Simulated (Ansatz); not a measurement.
Set up this calculation in Ansatz 0.2.0, as the native input.

- Task: single point
- Functional: PBE0
- Potentials or basis: Ansatz PAW
- Cutoff: 420 eV (not typed: the program's choice for these potentials)
- k mesh: 4 × 4 × 4
- Occupations: fermi-dirac, width 0.05 eV
- Spin: no spin polarisation

Crystal: In3Se.

```
In Se
1.0
     4.80376    0.00000    0.00000
     0.00000    4.80376    0.00000
     0.00000    0.00000    4.80376
In Se
3 1
Direct
  0.50000 0.50000 0.00000
  0.50000 0.00000 0.50000
  0.00000 0.50000 0.50000
  0.00000 0.00000 0.00000
```

The cell comes from a database or a generator and needn't be the stable form of this composition.

One way to write it, as run:

input

```
crystal:
  lattice:
    - [4.803758, 0.0, 0.0]
    - [0.0, 4.803758, 0.0]
    - [0.0, 0.0, 4.803758]
  atoms:
    - { symbol: In, position: [0.5, 0.5, 0.0] }
    - { symbol: In, position: [0.5, 0.0, 0.5] }
    - { symbol: In, position: [0.0, 0.5, 0.5] }
    - { symbol: Se, position: [0.0, 0.0, 0.0] }
hamiltonian:
  xc: pbe0
  pseudopotentials: { kind: paw }
kpoints:
  mp_grid: { grid: [4, 4, 4] }
scf:
  occupations: { method: fermi_dirac, width: 0.05 }
output:
  forces: true
  stress: true
  eigenvalues: true
  write_density: true
  write_potential: true
  elf: true
  volumetric_format: npy
```

Results of the run:

The pressure is -0.5 GPa. The band gap on the k mesh is none (metal or under the smearing width).

Caveat: the PAW data sets come from PBE, with cores solved anew for the run's functional, which leaves a small shift of forces and pressure; the thresholds are loose for stress.

It took 42 s on 1 × NVIDIA H100 80GB HBM3 with 2 threads of AMD EPYC 7R13 Processor (Zen 3) (shared host), peak memory 2.3 GiB.
